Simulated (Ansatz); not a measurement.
# Ir4W (R-3m) in Ansatz: relaxation of cell and atoms with PBEsol

Aim: the relaxation of cell and atoms of Ir4W with PBEsol.

Program: Ansatz 0.2.0. These are calculated values, not measurements. Logs are shortened: lines on timing, memory, paths and dates and some standing lists are left out, and cuts for length are marked.

## 1. The crystal as given

Symmetry: R-3m, No. 166, trigonal system. Conventional cell: a = 2.756 Å, b = 2.756 Å, c = 33.932 Å, α = 90.00°, β = 90.00°, γ = 120.00°. Ir (site symmetry 3m) has 9 Ir at 2.76 to 2.80 Å and 3 W at 2.76 Å as nearest neighbours. Ir (site symmetry 3m) is surrounded by 12 Ir at 2.72 to 2.80 Å. W (site symmetry -3m) has 6 W at 2.76 Å and 6 Ir at 2.76 Å as nearest neighbours.

The cell comes from a database or a generator and needn't be the stable form of this composition.

## 2. Relaxation of cell and atoms, PBEsol

Contents of input.yaml:

```yaml
crystal:
  lattice:
    - [1.3778399727, 0.7954962791, 11.3105617925]
    - [-1.3778399727, 0.7954962791, 11.3105617925]
    - [0.0, -1.5909925582, 11.3105617925]
  atoms:
    - { symbol: Ir, position: [0.399668, 0.399668, 0.399668] }
    - { symbol: Ir, position: [0.800809, 0.800809, 0.800809] }
    - { symbol: Ir, position: [0.199191, 0.199191, 0.199191] }
    - { symbol: Ir, position: [0.600332, 0.600332, 0.600332] }
    - { symbol: W, position: [0.0, 0.0, 0.0] }
hamiltonian:
  xc: pbesol
  pseudopotentials: { kind: paw }
kpoints:
  mp_grid: { grid: [11, 11, 11] }
scf:
  occupations: { method: fermi_dirac, width: 0.05 }
output:
  forces: true
  stress: true
  eigenvalues: true
relax:
  f_tol: 0.01
  max_steps: 40
  cell: { stress_tol: 0.05 }
```

Potentials or basis: Ansatz PAW.

The run is started by

```sh
> ansatz run input.yaml --threads 2 --pin off --max-ram 5632MiB --backend cpu --events-out ev --progress --plain --runs-dir out
```

What it wrote:

```text
Warning: RAYON_NUM_THREADS=2 ignored (pool sized by the plan → 2); use --threads N
basis.fft_grid_basis auto: the FFT boxes are laid along the combinations [[1, 0, -1], [0, 1, -1], [0, 0, 1]] of the cell's own vectors, 2.756, 2.756 and 11.422 Å long. The dense box has 20×20×80 points. Along the cell's own vectors, as sized, it would have 80×80×80, 16.00 times as many. Of the 12 symmetry operations that the crystal satisfies within crystal.symmetry.tolerance (time reversal apart; of a slab, those that keep its plane) the dense box along the cell's own vectors carries 12, and the one as laid loses 8 of those. basis.fft_grid_basis: typed keeps the cell's own vectors: state it where this run's energies or levels are differenced outside the engine with another run's, or held beside a run that keeps those vectors.
Engine: ansatz 0.2.0, x86_64-unknown-linux-gnu
Pseudopotentials: kind: paw
Pseudopotential: Ir, paw, valence charge 17, recommended cutoff 420 eV (normal), Ir.paw.azcp
Pseudopotential: W, paw, valence charge 14, recommended cutoff 420 eV (normal), W.paw.azcp
Functional definition: PBEsol
  exchange = pbesol_x
  correlation = pbesol_c
Crystal: 5 atoms, lattice volume = 74.383 Å³
Basis set: ecut = 420 eV, 1453 PW (Γ), FFT grids on a1−a3, a2−a3, a3, exchange–correlation on 40×40×160 points (8 copies of the dense FFT grid, shifted against one another)
Bands: 50, of which v1, the nominal top of the filled ones, is band 41 counted from 1 (40 counted from 0)
Symmetry: 12 space group operations
Space group: R-3m (ITA 166), of the structure as read, at distance tolerance 4.2e-5 Å
k-points: 146 of 1331
Non-local potential: Ir, projectors of the file, l = 0: 3, l = 1: 2, l = 2: 2, l = 3: 1
Non-local potential: W, projectors of the file, l = 0: 3, l = 1: 2, l = 2: 2, l = 3: 1
PAW form: soft (Blöchl's): semilocal exchange-correlation on the pseudo side does not see the compensation charge
PAW frozen core: Ir, regenerated for the run's functional, and the local potential with it (the file was generated under x = pbe(κ = 0.804, μ = 0.2195149727645171), c = pbe(β = 0.06672455060314922))
PAW frozen core: W, regenerated for the run's functional, and the local potential with it (the file was generated under x = pbe(κ = 0.804, μ = 0.2195149727645171), c = pbe(β = 0.06672455060314922))
PAW one-centre angular grid: Ir, 590 points (default); XC on 64 Gauss nodes
PAW one-centre angular grid: W, 590 points (default); XC on 64 Gauss nodes
Initial density: superposition of atomic densities (neutral atoms: chi_scale 0, normalization atom), corrected by the library's trained network
Initial wavefunctions: pseudopotential atomic-orbital guess
Functional: x = pbesol(κ = 0.804, μ = 0.12345679012345678), c = pbesol(β = 0.046)
SCF iter   1: F=—  HF=-57452.855190 eV  |F-HF|=—  |Δ(HF+E_count)|=         —  Δρ=1.04e-2  dr2=3.25e-1  ethr=1.77e-3  ⟨swp⟩=6.2  Hψ=23723  notcnv=0  defer=31
preconditioner: auto → Kerker (q_TF=auto, 2.773 Å⁻¹)  [metal: Δε(μ)=0.003 eV  Ē_g=6.459 eV  σ=0.050 eV  W_gap=0.02  n_scr=26 (ndim 8)  ℏωp=27.9 eV  f_vac=0.000  D(μ)=6.08/eV (n_scr^D=72)]
SCF iter   2: F=—  HF=-57452.848659 eV  |F-HF|=—  |Δ(HF+E_count)|=   6.53e-3  Δρ=5.44e-3  dr2=1.00e-1  ethr=3.96e-4  ⟨swp⟩=1.2  Hψ=8500  notcnv=0  defer=48
SCF iter   3: F=—  HF=-57452.845435 eV  |F-HF|=—  |Δ(HF+E_count)|=   3.22e-3  Δρ=5.93e-4  dr2=2.00e-3  ethr=1.23e-4  ⟨swp⟩=1.0  Hψ=7125  notcnv=0  defer=48
SCF iter   4: F=—  HF=-57452.845334 eV  |F-HF|=—  |Δ(HF+E_count)|=   1.02e-4  Δρ=1.45e-4  dr2=1.74e-4  ethr=2.44e-6  ⟨swp⟩=1.0  Hψ=7126  notcnv=0  defer=48
SCF iter   5: F=—  HF=-57452.845323 eV  |F-HF|=—  |Δ(HF+E_count)|=   1.05e-5  Δρ=4.40e-5  dr2=6.14e-6  ethr=2.12e-7  ⟨swp⟩=1.0  Hψ=7138  notcnv=0  defer=48
SCF iter   6: F=—  HF=-57452.845306 eV  |F-HF|=—  |Δ(HF+E_count)|=   1.74e-5  Δρ=1.02e-5  dr2=7.23e-8  ethr=1.22e-10  ⟨swp⟩=6.6  Hψ=30323  notcnv=0
SCF iter   7: F=-57452.845306 eV  HF=-57452.845306 eV  |F-HF|=3.89e-9  |Δ(HF+E_count)|=   8.09e-9  Δρ=1.70e-6  dr2=5.15e-9  ethr=8.81e-11  ⟨swp⟩=2.0  Hψ=21721  notcnv=0
SCF 1 converged in 7 iterations: F = -57452.845306 eV  dr2 = 5.15e-9
[... 63 lines left out ...]
iter 4 did not close the SCF: its close was put off for the readings that it lacked (scf_convergence_deferred on its scf_iter line)
SCF iter   4: F=-57452.945418 eV  HF=-57452.945418 eV  |F-HF|=2.91e-11  |Δ(HF+E_count)|=  2.62e-10  Δρ=2.67e-7  dr2=2.29e-11  ethr=2.53e-12  ⟨swp⟩=2.7  Hψ=13158  notcnv=0
iter 5 did not close the SCF: its close was put off for the readings that it lacked (scf_convergence_deferred on its scf_iter line)
SCF iter   5: F=-57452.945418 eV  HF=-57452.945418 eV  |F-HF|=1.46e-11  |Δ(HF+E_count)|=  2.91e-11  Δρ=6.23e-8  dr2=2.35e-12  ethr=1.00e-12  ⟨swp⟩=1.0  Hψ=7300  notcnv=0
iter 6 did not close the SCF: its close was put off for the readings that it lacked (scf_convergence_deferred on its scf_iter line)
SCF iter   6: F=-57452.945418 eV  HF=-57452.945418 eV  |F-HF|=1.46e-11  |Δ(HF+E_count)|=  1.46e-11  Δρ=9.38e-9  dr2=8.92e-14  ethr=1.00e-12  ⟨swp⟩=1.0  Hψ=7300  notcnv=0
iter 7 did not close the SCF: its close was put off for the readings that it lacked (scf_convergence_deferred on its scf_iter line)
SCF iter   7: F=-57452.945418 eV  HF=-57452.945418 eV  |F-HF|=7.28e-12  |Δ(HF+E_count)|=  7.28e-12  Δρ=2.08e-9  dr2=1.06e-14  ethr=1.00e-12  ⟨swp⟩=1.0  Hψ=7300  notcnv=0
SCF iter   8: F=-57452.945418 eV  HF=-57452.945418 eV  |F-HF|=1.46e-11  |Δ(HF+E_count)|=  7.28e-12  Δρ=5.09e-10  dr2=1.23e-15  ethr=1.00e-12  ⟨swp⟩=1.0  Hψ=15188  notcnv=0
SCF 6 converged in 8 iterations: F = -57452.945418 eV  dr2 = 1.23e-15
relax step   6: F+E_penalty+E_count = -57452.94541764 eV  Δ(F+E_penalty+E_count) = +1.175e-3 eV  max|allowed force component| = 4.851e-3 eV/Å  Δτ_max = 0.0000 Å  P = +0.029 GPa  Ω = 71.792 Å³  stress off target by 3.54e-2 GPa  SCF on the basis re-selected at this cell (its energy is not comparable with the rows above)  (8 SCF iters)
basis re-selected at this cell: Δ(F+E_penalty+E_count) = +1.175e-3 eV, ΔP = +0.022 GPa vs the last step (what re-selecting the basis moved, of the pressure what is left beyond the Pulay correction that the steps carried, after the strain that the cell walked since its last selection, with what the two solves' SCF thresholds leave and, on support functions, any second-order correction that the steps lacked; it is no measure of the basis error at this ecutwfc). This SCF's stress stands 3.54e-2 GPa from its target on what of the cell is left free (relax.cell.stress_tol is 5.00e-2 GPa) and its largest allowed force component is 4.85e-3 eV/Å (relax.f_tol is 1.00e-2 eV/Å): within both
SCF converged after 8 iterations
Free energy (F): -57452.945418 eV
Harris-Foulkes:  -57452.945418 eV  (|F-HF|=1.46e-11)
Internal energy: -57452.898075 eV  (E = F + TS)
E sigma→0 (E₀):  -57452.921746 eV
Entropy (-TS):   -0.047342 eV (-9.468 meV/atom)
Fermi energy:    25.090970 eV
--- Per-component energies (eV) ---
  E_band       = -417.607598
  E_kinetic    = 2945.240848
  E_local      = -5062.716437  (includes V_loc(G=0)·N_el)
  E_nonlocal   = 306.654089
  E_hartree    = 1948.701466
  E_xc         = -1332.357515
  E_vxc        = -1438.919330  (∫ρ·V_xc dr)
  E_paw        = -44791.051236  (= ΣΔE_a)
  E_vpaw       = -1065.269845  (= ΣTr[D̂ρ^β])
  E_aug_tail   = 0.000146  (compensation charges beyond the density's cutoff)
  E_ewald      = -11468.652367
  E_core_change = 1.282931  (= ΣΔE_core)
  E_smearing   = -0.047342  (= −TS)
  E_closure    = 0.000000  (closes the sum)
  Σ components = -57452.945418   (vs F -57452.945418, Δ=0.00e0)
--- Forces (eV/Å), atoms counted from 1 ---
  atom   1  Ir     0.00000000     0.00000000     0.00485121
  atom   2  Ir    -0.00000000    -0.00000000    -0.00297052
  atom   3  Ir     0.00000000     0.00000000     0.00297052
  atom   4  Ir    -0.00000000    -0.00000000    -0.00485121
  atom   5  W      0.00000000    -0.00000000    -0.00000000
  max |Σ_I F_I| component: 4.63e-18 eV/Å
--- Stress (GPa, compression-positive) ---
        0.035369       0.000000      -0.000000
        0.000000       0.035369       0.000000
       -0.000000      -0.000000       0.016217
  P = ⅓ Tr σ = 0.0290 GPa (0.290 kbar)
--- Band table (eV; the first three rows and the last of 146) ---
  k-point 0: bands = ["-67.7197", "-67.6824", "-67.5681", "-67.5677", "-48.8140", "-24.8561", "-24.5686", "-24.3496", "-24.2834", "-24.2834", "-24.2220", "-24.2220", "-24.2170", "-24.1396", "-24.1396", "-24.1367", "-24.1367", "-13.2324", "-12.3784", "-12.3784", "14.2375", "15.7705", "15.9646", "17.1217", "17.6752", "20.7173", "21.0775", "21.3262", "21.3262", "21.4278", "21.4278", "21.5934", "21.5934", "21.8025", "21.8025", "22.1373", "23.3662", "23.3662", "23.4042", "23.5104", "23.9563", "23.9563", "24.0097", "24.0097", "25.4674", "25.4674", "25.5825", "25.5825", "28.5073", "28.5073"]
  k-point 1: bands = ["-67.7156", "-67.6797", "-67.5649", "-67.5645", "-48.8039", "-24.8412", "-24.5668", "-24.3636", "-24.3223", "-24.2972", "-24.2539", "-24.2324", "-24.2306", "-24.1844", "-24.1742", "-24.1506", "-24.1470", "-13.2164", "-12.4935", "-12.4044", "14.5669", "16.0440", "16.3010", "17.4273", "18.0004", "20.4742", "20.8579", "21.0709", "21.2746", "21.4603", "21.5773", "21.6016", "21.7230", "21.8539", "22.0495", "22.1177", "22.6310", "22.8179", "23.3207", "23.4212", "23.5322", "23.8398", "24.3805", "24.3895", "25.4095", "25.4934", "25.7430", "26.5729", "28.4984", "28.8758"]
  k-point 2: bands = ["-67.7047", "-67.6725", "-67.5562", "-67.5559", "-48.7766", "-24.8022", "-24.5824", "-24.4510", "-24.4014", "-24.3335", "-24.3262", "-24.3099", "-24.2845", "-24.2606", "-24.2146", "-24.1800", "-24.1746", "-13.1735", "-12.7946", "-12.4734", "15.4768", "16.7460", "17.1182", "18.1697", "18.7800", "19.8789", "20.4712", "20.5602", "20.8222", "21.0206", "21.3758", "21.7570", "21.9346", "21.9604", "22.2816", "22.5251", "22.5875", "22.6461", "22.8557", "23.0965", "23.7798", "24.2144", "24.2427", "24.5833", "25.3632", "25.8472", "26.3902", "28.2211", "28.4438", "29.6090"]
  k-point 145: bands = ["-67.7156", "-67.6797", "-67.5648", "-67.5645", "-48.8039", "-24.8421", "-24.5622", "-24.3705", "-24.3223", "-24.2972", "-24.2544", "-24.2324", "-24.2267", "-24.1846", "-24.1742", "-24.1506", "-24.1470", "-13.2164", "-12.4935", "-12.4044", "14.8371", "15.2154", "17.1415", "17.2825", "17.9720", "20.7030", "20.9560", "21.0343", "21.1016", "21.3027", "21.5404", "21.5576", "21.6441", "21.6979", "21.9157", "21.9518", "22.6415", "22.8913", "23.2121", "23.6415", "23.8793", "23.9005", "24.3179", "24.8697", "25.1471", "25.1981", "25.8745", "26.5321", "28.5060", "29.1129"]
--- Relaxed structure (5 steps of the walk, 4 accepted, 1 SCFs on fresh bases) ---
  F+E_penalty+E_count = -57452.94541764 eV   max|allowed force component| = 4.851e-3 eV/Å   (the final SCF, on the basis selected at the relaxed cell)
  cell:  # Å, volume = 71.7917 Å³
    - [1.3627987666177042, 0.7868122347580215, 11.158872253796323]
    - [-1.3627987666177042, 0.7868122347580215, 11.158872253796323]
    - [-4.910285405414058e-34, -1.57362446951604, 11.158872253796323]
  atoms:
    - { symbol: Ir, position: [0.39981299921602226, 0.39981299921602226, 0.39981299921602226] }
    - { symbol: Ir, position: [0.8007622156125488, 0.8007622156125488, 0.800762215612549] }
    - { symbol: Ir, position: [0.19923778438745088, 0.19923778438745088, 0.19923778438745093] }
    - { symbol: Ir, position: [0.6001870007839778, 0.6001870007839778, 0.6001870007839779] }
    - { symbol: W, position: [-7.988124966557315e-21, -7.98812496655735e-21, -7.988124966557315e-21] }
```

Wall time 70 s (2 threads of AMD EPYC 7R13 (Zen 3), shared host); peak memory 0.69 GiB.

Results:

- Free energy: -57452.9454 eV
- Relaxed volume: 14.36 Å³/atom
- Relaxed cell: a = 11.269 Å, b = 11.269 Å, c = 11.269 Å, α = 13.89°, β = 13.89°, γ = 13.89°
- Space group after relaxing (to 0.05 Å): R-3m (No. 166)
- Energy gained by relaxing: 20.0 meV/atom
- Ionic steps: 5
- Pressure after relaxing: 0.0 GPa
- Largest force after relaxing: 0.005 eV/Å
- Band gap on the k mesh: none (metal or under the smearing width)

Forces on the atoms (eV/Å):
```
Ir   0.000  0.000  0.005
Ir   0.000  0.000 -0.003
Ir   0.000  0.000  0.003
Ir   0.000  0.000 -0.005
W    0.000  0.000  0.000
```

Step by step:
| step | energy change (eV) | largest force (eV/Å) | volume (Å³) |
| --- | --- | --- | --- |
| 1 | 0.0000 | 0.0328 | 74.38 |
| 2 | -0.0983 | 0.0199 | 72.21 |
| 3 | -0.1013 | 0.0110 | 71.76 |
| 4 | -0.1013 | 0.0048 | 71.79 |
| 5 | -0.1001 | 0.0049 | 71.79 |

Final structure:
```
CELL_PARAMETERS angstrom
1.36280 0.78681 11.15887
-1.36280 0.78681 11.15887
0.00000 -1.57362 11.15887
ATOMIC_POSITIONS crystal
Ir 0.39981 0.39981 0.39981
Ir 0.80076 0.80076 0.80076
Ir 0.19924 0.19924 0.19924
Ir 0.60019 0.60019 0.60019
W 0.00000 0.00000 0.00000
```

Levels at points of the mesh, in eV from the Fermi level:
| k point | band 38 | band 39 | band 40 | band 41 | band 42 | band 43 |
| --- | --- | --- | --- | --- | --- | --- |
| (0.00, 0.00, 0.00) | -1.72 | -1.69 | -1.58 | -1.13 | -1.13 | -1.08 |

Caveat: the plane-wave basis is chosen anew once the cell has moved, so the energies of steps on either side of that aren't comparable; the PAW data sets come from PBE, with cores solved anew for the run's functional, which leaves a small shift of forces and pressure. The run has no spin-orbit coupling, so splittings on Ir, W are missing.
